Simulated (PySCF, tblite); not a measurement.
# Ge₄H₁₀O, a small molecule taken as a stand-in for a surface group: NMR shifts, core binding energies and electronic excitations

Wanted: the NMR shifts, core binding energies and electronic excitations for `[GeH3][O][GeH]([GeH3])[GeH3]`.

Computed with tblite 0.8.0 and PySCF 2.14.0; each step states its level. No surroundings beyond the atoms listed, unless a continuum is named. Atoms count from 0, parts from 1.

## 1. Starting point

15 atoms, charge 0, multiplicity 1; geometry: distance geometry start.

## 2. Geometry optimisation with GFN2-xTB

What the job is given:

```
{"job": {"kind": "relax", "xc": "GFN2-xTB", "basis": "xTB"}, "charge": 0, "multiplicity": 1}
Ge    -0.369513     0.149928    -0.947903
Ge    -1.220413    -1.561703     0.468048
Ge    -0.986565     2.251165    -0.016306
O      1.333317    -0.005239    -1.320887
Ge     2.302157    -0.711776     0.000118
H     -1.148971     0.049842    -2.305893
H     -0.337773    -2.806820     0.477187
H     -2.666039    -1.864137    -0.012400
H     -1.284906    -1.044040     1.921111
H     -0.808794     2.331617     1.528185
H     -0.152544     3.384238    -0.685368
H     -2.506181     2.493085    -0.355572
H      1.428502    -1.647182     0.864207
H      3.594790    -1.397809    -0.542135
H      2.830971     0.421038     0.936617
```

Method: GFN2-xTB geometry optimisation, gas phase.

Started as:

```bash
$ OMP_NUM_THREADS=1 python cluster_run.py task.json out
```

The driver reads the jobs from task.json and runs them one after another.

What it wrote:

```text
step      E/eV     max force
  0    -459.71496    1.293
  1    -459.81861    0.795
  2    -459.99782    0.630
  3    -460.02347    0.581
  4    -460.09773    0.496
  5    -460.11663    0.464
  6    -460.16662    0.488
  7    -460.18210    0.462
  8    -460.21732    0.333
  9    -460.23371    0.367
 10    -460.25079    0.326
 11    -460.26004    0.270
 12    -460.26796    0.204
 13    -460.27300    0.206
 14    -460.27709    0.211
 15    -460.28170    0.223
 16    -460.28623    0.201
 17    -460.28980    0.170
 18    -460.29315    0.141
 19    -460.29661    0.185
 20    -460.29960    0.175
 21    -460.30218    0.117
 22    -460.30478    0.121
 23    -460.30808    0.149
 24    -460.31234    0.166
 25    -460.31596    0.132
 26    -460.31760    0.085
 27    -460.31827    0.082
 28    -460.31899    0.076
 29    -460.32010    0.109
 30    -460.32136    0.101
 31    -460.32224    0.055
 32    -460.32265    0.041
 33    -460.32298    0.043
 34    -460.32359    0.080
 35    -460.32468    0.109
 36    -460.32614    0.101
 37    -460.32732    0.088
 38    -460.32794    0.057
 39    -460.32835    0.059
 40    -460.32895    0.090
 41    -460.32999    0.110
 42    -460.33132    0.097
 43    -460.33236    0.082
 44    -460.33292    0.057
 45    -460.33331    0.052
 46    -460.33373    0.062
 47    -460.33420    0.052
 48    -460.33464    0.054
 49    -460.33505    0.049
 50    -460.33548    0.057
 51    -460.33589    0.044
 52    -460.33615    0.030
 53    -460.33627    0.025
 54    -460.33634    0.024
 55    -460.33642    0.022
 56    -460.33653    0.028
 57    -460.33668    0.030
 58    -460.33685    0.029
 59    -460.33702    0.022
 60    -460.33714    0.022
 61    -460.33722    0.023
 62    -460.33731    0.025
 63    -460.33750    0.036
 64    -460.33781    0.048
 65    -460.33820    0.050
 66    -460.33852    0.038
 67    -460.33867    0.021
 68    -460.33874    0.017
 69    -460.33882    0.026
 70    -460.33893    0.030
 71    -460.33906    0.033
 72    -460.33919    0.035
 73    -460.33928    0.025
 74    -460.33934    0.020
 75    -460.33940    0.022
 76    -460.33948    0.030
 77    -460.33960    0.042
 78    -460.33975    0.046
 79    -460.33993    0.038
 80    -460.34013    0.031
 81    -460.34032    0.039
 82    -460.34052    0.050
 83    -460.34076    0.051
 84    -460.34105    0.048
 85    -460.34136    0.048
 86    -460.34160    0.044
 87    -460.34175    0.033
 88    -460.34188    0.032
 89    -460.34201    0.029
 90    -460.34213    0.026
 91    -460.34222    0.023
 92    -460.34229    0.024
 93    -460.34234    0.021
 94    -460.34239    0.019
 95    -460.34244    0.017
 96    -460.34249    0.017
 97    -460.34252    0.016
 98    -460.34255    0.012
 99    -460.34256    0.009
100    -460.34258    0.012
101    -460.34259    0.016
102    -460.34261    0.017
103    -460.34264    0.018
104    -460.34267    0.016
105    -460.34269    0.009
106    -460.34270    0.010
107    -460.34271    0.010
108    -460.34273    0.014
109    -460.34276    0.019
110    -460.34279    0.017
111    -460.34281    0.011
112    -460.34282    0.008
113    -460.34284    0.009
114    -460.34285    0.010
115    -460.34287    0.012
116    -460.34289    0.012
117    -460.34291    0.011
118    -460.34293    0.013
119    -460.34296    0.018
120    -460.34299    0.018
121    -460.34303    0.016
122    -460.34306    0.013
123    -460.34309    0.016
124    -460.34312    0.021
125    -460.34317    0.020
126    -460.34320    0.017
127    -460.34323    0.014
128    -460.34326    0.015
129    -460.34328    0.017
130    -460.34330    0.015
131    -460.34332    0.011
132    -460.34334    0.008
133    -460.34334    0.007
```

It took 3.9 s on 1 thread of Arm Neoverse V2, shared host.

Step by step:

| step | energy from step 0 (eV) | largest force (eV/Å) |
| --- | --- | --- |
| 0 | 0.0000 | 1.2931 |
| 5 | -0.4017 | 0.4639 |
| 10 | -0.5358 | 0.3264 |
| 15 | -0.5667 | 0.2225 |
| 20 | -0.5846 | 0.1749 |
| 25 | -0.6010 | 0.1319 |
| 30 | -0.6064 | 0.1009 |
| 35 | -0.6097 | 0.1094 |
| 40 | -0.6140 | 0.0907 |
| 45 | -0.6183 | 0.0521 |
| 50 | -0.6205 | 0.0566 |
| 55 | -0.6215 | 0.0224 |
| 60 | -0.6222 | 0.0215 |
| 65 | -0.6232 | 0.0503 |
| 70 | -0.6240 | 0.0300 |
| 75 | -0.6244 | 0.0214 |
| 80 | -0.6252 | 0.0301 |
| 85 | -0.6264 | 0.0485 |
| 90 | -0.6272 | 0.0261 |
| 95 | -0.6275 | 0.0170 |
| 100 | -0.6276 | 0.0121 |
| 105 | -0.6277 | 0.0091 |
| 110 | -0.6278 | 0.0175 |
| 115 | -0.6279 | 0.0118 |
| 120 | -0.6280 | 0.0188 |
| 125 | -0.6282 | 0.0201 |
| 130 | -0.6283 | 0.0155 |
| 133 | -0.6284 | 0.0064 |

Close pairs (by a distance rule), those that changed most:

| bond | before (Å) | after (Å) | change (Å) |
| --- | --- | --- | --- |
| Ge2–H11 | 1.576 | 1.503 | -0.073 |
| Ge4–H13 | 1.561 | 1.494 | -0.067 |
| Ge4–H14 | 1.562 | 1.504 | -0.058 |
| Ge2–H10 | 1.558 | 1.502 | -0.055 |
| O3–Ge4 | 1.784 | 1.733 | -0.051 |
| Ge1–H7 | 1.553 | 1.502 | -0.051 |
| Ge2–H9 | 1.557 | 1.508 | -0.049 |
| Ge4–H12 | 1.544 | 1.505 | -0.039 |

## 3. Optimising the geometry at PBE0-D3(BJ)/def2-SVP

What the job is given:

```
{"job": {"xc": "PBE0", "basis": "def2-SVP", "d3": "d3bj", "grid": 2, "kind": "geom", "shake": 0.01}, "charge": 0, "multiplicity": 1}
Ge    -0.574826    -0.015094    -0.867851
Ge    -1.559766    -1.786914     0.413128
Ge    -0.828366     2.270469    -0.083591
O      1.180023    -0.330416    -1.033640
Ge     2.444707    -0.458424     0.097683
H     -0.979828    -0.096152    -2.354355
H     -0.885420    -3.117905     0.204328
H     -2.997311    -1.994727     0.124799
H     -1.494193    -1.541995     1.922173
H     -0.515075     2.411684     1.406809
H      0.092923     3.256564    -0.741336
H     -2.189896     2.829397    -0.225486
H      2.071029    -1.484778     1.126096
H      3.591784    -0.845992    -0.736734
H      2.633290     0.878913     0.762647
```

What it wrote:

```text
step   0  E = -8387.04042598  max force = 0.036977
step   1  E = -8387.05291174  max force = 0.017929
step   2  E = -8387.05420922  max force = 0.005761
step   3  E = -8387.05437427  max force = 0.001190
step   4  E = -8387.05442621  max force = 0.001642
step   5  E = -8387.05446729  max force = 0.001561
step   6  E = -8387.05449459  max force = 0.000843
step   7  E = -8387.05452116  max force = 0.001187
step   8  E = -8387.05454899  max force = 0.001826
step   9  E = -8387.05458617  max force = 0.002011
step  10  E = -8387.05462533  max force = 0.001789
step  11  E = -8387.05465187  max force = 0.000955
step  12  E = -8387.05466224  max force = 0.000439
optimisation converged
```

Run time: 7.6 min. Hardware: 1 thread of Arm Neoverse V2, shared host; peak memory 1.2 GiB.

The steps of the relaxation:

| step | energy from step 0 (eV) | largest force component (eV/Å) |
| --- | --- | --- |
| 0 | 0.0000 | 1.9014 |
| 1 | -0.3398 | 0.9219 |
| 2 | -0.3751 | 0.2962 |
| 3 | -0.3796 | 0.0612 |
| 4 | -0.3810 | 0.0844 |
| 5 | -0.3821 | 0.0803 |
| 6 | -0.3828 | 0.0433 |
| 7 | -0.3835 | 0.0610 |
| 8 | -0.3843 | 0.0939 |
| 9 | -0.3853 | 0.1034 |
| 10 | -0.3864 | 0.0920 |
| 11 | -0.3871 | 0.0491 |
| 12 | -0.3874 | 0.0226 |

Distances of close pairs at the start and the end, largest changes first:

| bond | before (Å) | after (Å) | change (Å) |
| --- | --- | --- | --- |
| O3–Ge4 | 1.702 | 1.777 | +0.075 |
| Ge4–H13 | 1.470 | 1.535 | +0.064 |
| Ge2–H11 | 1.479 | 1.541 | +0.062 |
| Ge1–H7 | 1.481 | 1.541 | +0.060 |
| Ge4–H12 | 1.500 | 1.544 | +0.044 |
| Ge0–Ge1 | 2.398 | 2.436 | +0.038 |
| Ge2–H10 | 1.501 | 1.539 | +0.038 |
| Ge4–H14 | 1.505 | 1.543 | +0.037 |

The next job starts from the end point, and lists it.

| at the end point | value |
| --- | --- |
| point group (found at 0.08 Å tolerance) | C1 |
| rotational constants (GHz, main isotopes) | 0.682, 0.569, 0.356 |
| dipole moment (D) | 0.79 |

## 4. NMR shieldings: PBE0/pcSseg-1

What the job is given:

```
{"job": {"kind": "nmr", "xc": "PBE0", "basis": "pcSseg-1"}, "charge": 0, "multiplicity": 1}
Ge    -0.489575     0.004583    -0.994743
Ge    -1.511998    -1.739216     0.364906
Ge    -0.910976     2.216042    -0.069206
O      1.276336    -0.257556    -1.100527
Ge     2.471346    -0.439606     0.201657
H     -0.983702    -0.086171    -2.453768
H     -1.090307    -3.139421    -0.116453
H     -3.045682    -1.618655     0.272821
H     -1.101613    -1.580292     1.841282
H     -0.393588     2.285001     1.380426
H     -0.204654     3.304812    -0.897088
H     -2.425953     2.498304    -0.058363
H      2.019897    -1.572393     1.148307
H      3.796646    -0.787028    -0.489960
H      2.578848     0.885402     0.984626
```

Method: GIAO PBE0/pcSseg-1 NMR shielding, non-relativistic, gas phase.

What it wrote:

```text
coarse grid: 59568 points
cycle   1  E = -8386.9969417234  dE = -2.568e+00  |g| = 1.841e+00  |ddm| = 3.850e+00
cycle   2  E = -8386.2350129880  dE =  7.619e-01  |g| = 2.569e+00  |ddm| = 2.578e+00
cycle   3  E = -8387.1504933360  dE = -9.155e-01  |g| = 7.689e-01  |ddm| = 2.343e+00
cycle   4  E = -8387.2609229812  dE = -1.104e-01  |g| = 1.074e-01  |ddm| = 5.522e-01
cycle   5  E = -8387.2619302679  dE = -1.007e-03  |g| = 2.473e-02  |ddm| = 9.123e-02
cycle   6  E = -8387.2620458736  dE = -1.156e-04  |g| = 8.504e-03  |ddm| = 3.518e-02
cycle   7  E = -8387.2620626438  dE = -1.677e-05  |g| = 2.082e-03  |ddm| = 9.274e-03
cycle   8  E = -8387.2620630755  dE = -4.318e-07  |g| = 4.512e-04  |ddm| = 1.579e-03
final grid: 117080 points
cycle   9  E = -8387.2620301988  dE = -5.778e-08  |g| = 5.203e-04  |ddm| = 1.924e-03
cycle  10  E = -8387.2620301418  dE =  5.699e-08  |g| = 7.684e-04  |ddm| = 9.953e-04
cycle  11  E = -8387.2620302477  dE = -1.059e-07  |g| = 1.649e-04  |ddm| = 6.132e-04
cycle  12  E = -8387.2620302527  dE = -4.973e-09  |g| = 1.398e-05  |ddm| = 1.321e-04
cycle  13  E = -8387.2620302527  dE = -3.092e-11  |g| = 4.050e-06  |ddm| = 1.108e-05
converged SCF energy = -8387.2620302527

GIAO shielding tensors (ppm)
atom      isotropic    diamagn.    paramagn.     s11        s22        s33       span
  0 Ge    1319.624    2756.140   -1436.516   1104.036   1223.976   1630.859    526.823
  1 Ge    1658.530    2757.868   -1099.339   1630.298   1660.836   1684.455     54.157
  2 Ge    1659.942    2757.636   -1097.694   1633.892   1661.898   1684.036     50.144
  3 O      346.314     407.914     -61.599    246.755    383.820    408.368    161.613
  4 Ge    1408.469    2756.940   -1348.471   1284.367   1300.335   1640.706    356.339
  5 H       25.356      28.778      -3.421     19.260     20.790     36.019     16.758
  6 H       27.371      28.807      -1.435     20.939     22.213     38.962     18.023
  7 H       27.764      28.858      -1.093     21.165     22.755     39.373     18.209
  8 H       27.373      29.599      -2.226     21.112     23.456     37.549     16.437
  9 H       27.415      29.525      -2.110     21.001     23.616     37.628     16.627
 10 H       27.407      28.642      -1.235     20.954     22.127     39.140     18.186
 11 H       27.767      28.809      -1.042     21.067     22.880     39.354     18.287
 12 H       26.229      29.521      -3.292     18.844     24.575     35.268     16.425
 13 H       26.233      27.795      -1.562     19.499     21.347     37.854     18.355
 14 H       26.195      29.336      -3.141     18.967     23.912     35.706     16.739
```

Wall time 60 s (1 thread of Arm Neoverse V2, shared host); peak memory 1.2 GiB.

The references, computed at this level on geometries of the same kind, shield at (ppm): ¹H TMS 31.27, ¹⁷O H2O 334.6, ⁷³Ge GeMe4 1330. Their shielding less the atom's gives the shift. The references are single molecules in the gas phase, so shifts against H2O, NH3, PH3, H3PO4 or CFCl3 are not on the usual liquid scales and can be off by tens of ppm.

| atoms | environment | σ (ppm) | δ (ppm) |
| --- | --- | --- | --- |
| H5 | hydrogen on a germanium bonded to 2 Ge, O | 25.36 | 5.91 |
| H14 | hydrogen on a germanium bonded to O | 26.20 | 5.07 |
| H12 | hydrogen on a germanium bonded to O | 26.23 | 5.04 |
| H13 | hydrogen on a germanium bonded to O | 26.23 | 5.03 |
| H6 | hydrogen on a germanium bonded to Ge | 27.37 | 3.90 |
| H8 | hydrogen on a germanium bonded to Ge | 27.37 | 3.89 |
| H10 | hydrogen on a germanium bonded to Ge | 27.41 | 3.86 |
| H9 | hydrogen on a germanium bonded to Ge | 27.41 | 3.85 |
| H7 | hydrogen on a germanium bonded to Ge | 27.76 | 3.50 |
| H11 | hydrogen on a germanium bonded to Ge | 27.77 | 3.50 |
| Ge0 | germanium bonded to 2 Ge, O, H | 1320 | 11 |
| Ge4 | germanium bonded to O, 3 H | 1408 | -78 |
| Ge1 | germanium bonded to Ge, 3 H | 1659 | -328 |
| Ge2 | germanium bonded to Ge, 3 H | 1660 | -330 |
| O3 | oxygen bonded to 2 Ge | 346.3 | -11.8 |

The run also stored atomic charges by several schemes (e):

| atoms | Mulliken | IAO | Hirshfeld | ESP fit |
| --- | --- | --- | --- | --- |
| Ge0 | 0.43 | 0.52 | 0.25 | 0.30 |
| Ge1 | -0.05 | 0.16 | 0.19 | 0.05 |
| Ge2 | -0.04 | 0.17 | 0.19 | 0.05 |
| O3 | -0.90 | -0.81 | -0.35 | -0.43 |
| Ge4 | 0.52 | 0.71 | 0.37 | 0.40 |

Mayer bond orders: Ge0–Ge1 0.89, Ge0–Ge2 0.89, Ge0–O3 0.78, O3–Ge4 0.82.

## 5. Core holes by ΔSCF: SCAN, X2C

The job, as its differences from that of step 4:

```diff
@@ -1,2 +1,2 @@
-{"job": {"kind": "nmr", "xc": "PBE0", "basis": "pcSseg-1"}, "charge": 0, "multiplicity": 1}
+{"job": {"kind": "xps", "holes": 5}, "charge": 0, "multiplicity": 1}
 Ge    -0.489575     0.004583    -0.994743
```

Method: delta-SCF UKS SCAN, pcX-2 on the ionised atom, pcseg-1 elsewhere, spin-free X2C.

What it wrote:

```text
ground state, core basis on atom 3 (O), 203 functions
  cycle   1  E = -8456.99294175  |g| = 9.59e-01
  cycle   2  E = -8455.24753794  |g| = 2.81e+00
  cycle   3  E = -8457.14444863  |g| = 2.12e-01
  cycle   4  E = -8457.15410686  |g| = 1.28e-01
  cycle   5  E = -8457.15970668  |g| = 2.61e-02
  cycle   6  E = -8457.15990188  |g| = 9.20e-03
  cycle   7  E = -8457.15992919  |g| = 1.63e-03
  cycle   8  E = -8457.15992660  |g| = 3.75e-04
  E(ground) = -8457.68652024 Eh
hole in O 1s of atom 3
  cycle   1  E = -8436.56692047  |g| = 2.24e+00
  cycle   2  E = -8435.77341392  |g| = 2.37e+00
  cycle   3  E = -8437.33186825  |g| = 4.89e-01
  cycle   4  E = -8437.39932888  |g| = 2.31e-01
  cycle   5  E = -8437.43633968  |g| = 5.21e-02
  cycle   6  E = -8437.43794204  |g| = 1.19e-02
  cycle   7  E = -8437.43801221  |g| = 4.00e-03
  cycle   8  E = -8437.43802865  |g| = 1.00e-03
  cycle   9  E = -8437.43802790  |g| = 2.58e-04
  E(ion) = -8437.96591032 Eh   <S^2> = 0.7646   hole on atom = 1.000   binding energy = 536.625 eV
```

It took 12 s on 1 thread of Arm Neoverse V2, shared host; peak memory 0.62 GiB.

The holes in one table. −ε is the ground-state orbital energy:

| hole | stands for | environment | ΔSCF (eV) | −ε (eV) | ⟨S²⟩ |
| --- | --- | --- | --- | --- | --- |
| O1s on O3 | O3 | oxygen bonded to 2 Ge | 536.63 | 516.3 | 0.765 |

## 6. Ultraviolet spectrum: CAM-B3LYP/def2-SVPD

The job, as its differences from that of step 5:

```diff
@@ -1,2 +1,2 @@
-{"job": {"kind": "xps", "holes": 5}, "charge": 0, "multiplicity": 1}
+{"job": {"kind": "uv", "xc": "CAM-B3LYP", "basis": "def2-SVPD", "nstates": 6, "ntriplets": 2, "ip": true}, "charge": 0, "multiplicity": 1}
 Ge    -0.489575     0.004583    -0.994743
```

Level: TDDFT CAM-B3LYP/def2-SVPD, vertical, gas phase, core orbitals frozen in the response.

What it wrote:

```text
coarse grid: 59568 points
cycle   1  E = -8388.4540684605  dE = -2.390e+00  |g| = 1.082e+00  |ddm| = 4.369e+00
cycle   2  E = -8388.1354386800  dE =  3.186e-01  |g| = 1.680e+00  |ddm| = 3.333e+00
cycle   3  E = -8388.6237509412  dE = -4.883e-01  |g| = 2.409e-01  |ddm| = 2.330e+00
cycle   4  E = -8388.6331948796  dE = -9.444e-03  |g| = 4.614e-02  |ddm| = 3.597e-01
cycle   5  E = -8388.6335064402  dE = -3.116e-04  |g| = 4.544e-03  |ddm| = 7.872e-02
cycle   6  E = -8388.6335144903  dE = -8.050e-06  |g| = 1.478e-03  |ddm| = 1.377e-02
final grid: 117080 points
cycle   7  E = -8388.6334424843  dE = -3.687e-07  |g| = 1.400e-03  |ddm| = 5.537e-03
cycle   8  E = -8388.6334424909  dE = -6.647e-09  |g| = 1.483e-03  |ddm| = 2.698e-03
cycle   9  E = -8388.6334427207  dE = -2.298e-07  |g| = 1.651e-04  |ddm| = 1.423e-03
cycle  10  E = -8388.6334427256  dE = -4.895e-09  |g| = 4.820e-05  |ddm| = 2.333e-04
cycle  11  E = -8388.6334427261  dE = -5.111e-10  |g| = 8.916e-06  |ddm| = 9.161e-05
converged SCF energy = -8388.6334427261

Static polarisability (au): isotropic 134.528, principal 116.395 135.051 152.136

Singlet excitations
state   eV       nm        f      main configurations
  1   5.5350    224.0   0.00023   H->L 0.93
  2   6.4100    193.4   0.34031   H->L+1 0.81
  3   6.4305    192.8   0.02018   H-1->L 0.89
  4   6.5968    187.9   0.25029   H->L+2 0.70, H->L+4 0.19
  5   6.8235    181.7   0.05260   H->L+3 0.85
  6   6.8558    180.8   0.00102   H->L+5 0.43, H->L+4 0.25, H->L+2 0.13

Triplet excitations (Tamm-Dancoff, eV): 5.0981 5.5709
Vertical ionisation energy (delta-SCF) = 9.0898 eV
```

Wall time 4.4 min (1 thread of Arm Neoverse V2, shared host); peak memory 1.4 GiB.

The orbitals next to the gap, with their largest atomic shares:

| orbital | eV | atoms |
| --- | --- | --- |
| HOMO−3 | -10.70 | Ge4 20 %, H13 16 %, O3 15 % |
| HOMO−2 | -10.30 | O3 30 %, Ge4 20 %, H12 13 % |
| HOMO−1 | -9.42 | O3 30 %, Ge0 21 %, H5 12 % |
| HOMO | -8.52 | Ge0 23 %, O3 21 %, Ge2 18 % |
| LUMO | 0.22 | Ge0 22 %, Ge4 15 %, O3 12 % |
| LUMO+1 | 0.46 | Ge1 23 %, Ge2 23 %, H6 8 % |
| LUMO+2 | 0.77 | Ge4 20 %, Ge1 14 %, Ge2 13 % |

With each of the 6 states as a Gaussian band of 0.4 eV half-width at 1/e, the curve within the window shown has maxima at 190 nm (ε 25,000) L/(mol cm). Beyond the last state computed it falls off for lack of states. The curve at chosen wavelengths:

| nm | ε (L/mol/cm) |
| --- | --- |
| 173 | 2986 |
| 176 | 6010 |
| 179 | 10376 |
| 182 | 15551 |
| 185 | 20426 |
| 188 | 23713 |
| 191 | 24523 |
| 195 | 21701 |
| 198 | 17631 |
| 201 | 13069 |
| 204 | 8897 |
| 207 | 5599 |
| 210 | 3278 |
| 213 | 1797 |
| 216 | 929 |
| 219 | 457 |
| 222 | 216 |
| 225 | 100 |
| 228 | 47 |
| 232 | 19 |
| 235 | 10 |
| 238 | 6 |
| 241 | 4 |
| 244 | 3 |
| 247 | 2 |
| 250 | 1 |

Ground-state properties from the same run:

| property | computed |
| --- | --- |
| dipole moment (D) | 0.83 |
| polarisability (Å³) | 19.93 |
| HOMO–LUMO gap (eV) | 8.74 |
| −ε(HOMO) (eV) | 8.52 |

## 7. Summary of results

```
                                 quantity                                                           value
                              point group                                                              C1
     rotational constants (main isotopes)                                            0.68, 0.57, 0.36 GHz
    ¹H shifts against TMS (PBE0/pcSseg-1)  5.91, 5.07, 5.04, 5.03, 3.90, 3.89, 3.86, 3.85, 3.50, 3.50 ppm
⁷³Ge shifts against GeMe4 (PBE0/pcSseg-1)                                         11, -78, -328, -330 ppm
   ¹⁷O shifts against H2O (PBE0/pcSseg-1)                                                       -11.8 ppm
         O1s binding energies, SCAN/pcX-2                                                    O3 536.63 eV
     lowest singlet (CAM-B3LYP/def2-SVPD)                                     5.54 eV (224 nm), f = 0.000
 brightest single state of those computed                                     state 2, 6.41 eV, f = 0.340
                           lowest triplet                                                         5.10 eV
        vertical ionisation energy (ΔSCF)                                                         9.09 eV
```

Relaxing lowered the energy by 0.387 eV in 12 steps; the close pair that moved most is O3–Ge4, from 1.702 to 1.777 Å (PBE0/def2-SVP). No frequency check was run at this level, so the end point may be a saddle. At PBE0/pcSseg-1: The widest tensor belongs to Ge0: span 527 ppm, with a paramagnetic part of -1437 ppm. The lowest singlet, at 5.54 eV, is HOMO→LUMO 0.93 and is dark; of the 6 states computed, the strongest absorption comes from state 2 at 6.41 eV. The lowest triplet lies 0.44 eV below the lowest singlet (triplets in Tamm-Dancoff, singlets in full TDDFT). ΔSCF puts the ionisation energy at 9.09 eV, 0.57 eV above −ε(HOMO). Spin-orbit coupling is left out, which matters for shieldings and couplings at and beside the heavy atoms. A capped cluster stands for the solid here, so long-range fields and strain are missing, and bands or shifts of the capping hydrogens have no counterpart in it.
